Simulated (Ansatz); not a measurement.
# BrH3Si: the cost of one run

Computed with Ansatz 0.2.0, Gaussian basis. Level: cc-pVTZ, all electrons in the functionals, frozen cores in the correlation of double hybrids and RPA.

To be run: B2PLYP, RKS PBE0, RPA-PBE, at 1.421 Å; 1.529 Å; 1.747 Å; 1.964 Å; 2.182 Å.

## (1) What is computed

The geometry derives from fragments relaxed apart (PBE0/def2-TZVP) and kept rigid, so it is no stationary point. A hydrogen atom is moved between rigid fragments. No spin-orbit coupling is included. The filled d shell of Br may be among the frozen orbitals whatever the setting's name suggests; the logs give the count.

5 atoms, charge 0, spin multiplicity 1.

Atoms are counted from 1 here; the program's logs count them from 0.

Bond lengths: Br1–H2 1.421 Å, Si3–H4 1.526 Å, Si3–H5 1.526 Å. Angles: H4–Si3–H5 91.2°.

No dispersion term is added.

The geometry shown and the zero of energy belong to the point 1.421 Å. The yardstick, UCCSD(T), and other wave-function levels (R restricted, U unrestricted, valence and pair active spaces) come from earlier runs.

## (2) B2PLYP, 1.421 Å

Input file in.yaml:

```yaml
crystal:
  periodic: [false, false, false]
  atoms:
    - {symbol: Br, position_ang: [-1.006124, 0.015876, 0.000000]}
    - {symbol: H, position_ang: [0.414476, 0.015876, 0.000000]}
    - {symbol: Si, position_ang: [2.615876, 0.015876, 0.000000]}
    - {symbol: H, position_ang: [3.228056, -0.858408, 1.090012]}
    - {symbol: H, position_ang: [3.228056, -0.858408, -1.090012]}
basis:
  gaussian: {orbitals: cc-pVTZ}
magnetization: {spin_polarized: true, initial_magnetization: 0}
hamiltonian: {xc: {name: B2PLYP}}
correlation: {electrons: outside_noble_gas}
```

Command:

```bash
> ansatz run in.yaml --threads 1 --pin off --events-out ev --progress --plain --max-ram 2816MiB --backend cpu
```

What time and memory should one allow on 1 thread of AMD EPYC 7R13, shared host?

About 14 s, with a peak of 0.3 GiB.
